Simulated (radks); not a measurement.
# Ru³⁺ in [Ar] 3d10 4s2 4p4 4d5 5p2: an all-electron calculation

Wanted: eigenvalues, radial structure and energy terms of the ruthenium ion Ru3+.

The numbers are computed with radks (a radial shooting solver on a logarithmic mesh, Libxc functionals) version 1 (Dirac Kohn-Sham, PBE, spin-unpolarised, spherical densities, finite nucleus; open shells are shared between the two j in proportion to 2j + 1), except any that are marked as measured or tabulated.

## (1) The system

| Property | Result |
| --- | --- |
| element | ruthenium (Z = 44) |
| charge | +3 |
| electrons | 41 |
| configuration | [Ar] 3d10 4s2 4p4 4d5 5p2 |
| nuclear rms radius | 4.4809 fm |

The outer shells:

Ru³⁺
```
[Ar] core
3d [↑↓][↑↓][↑↓][↑↓][↑↓]
4s [↑↓]
4p [↑↓][↑ ][↑ ]
4d [↑ ][↑ ][↑ ][↑ ][↑ ]
5p [↑ ][↑ ][  ]
```

## (2) Self-consistent calculation

Input:

```text
Z 44
configuration [Ar] 3d10 4s2 4p4 4d5 5p2
relativity Dirac
functional pbe,pbe
spin unpolarised
j_filling average
nucleus finite rms 4.4809 fm
c 137.035999084
```

What does the calculation give?

The runs gave:

| quantity | value |
| --- | --- |
| total energy | -4524.72927 hartree |
| exchange-correlation share of it | 2.91 % |
| −T/E | 1.0406 |
| highest occupied level | 5p3/2, -26.286 eV |
| most extended occupied level | 5p3/2, <r> = 2.71 bohr |
| radius at density 0.001 e/bohr³ | 4.14 bohr |
| maxima of the radial density | 4 |

The radial density shows 4 maxima for 5 occupied principal shells; where shells overlap, one shows as a shoulder or not at all. −T/E is 1.041: with relativity the kinetic term as defined here no longer equals −E. This is not the tabulated ground configuration, so its levels and sizes aren't those of the ground state, and no measured value stands beside it.
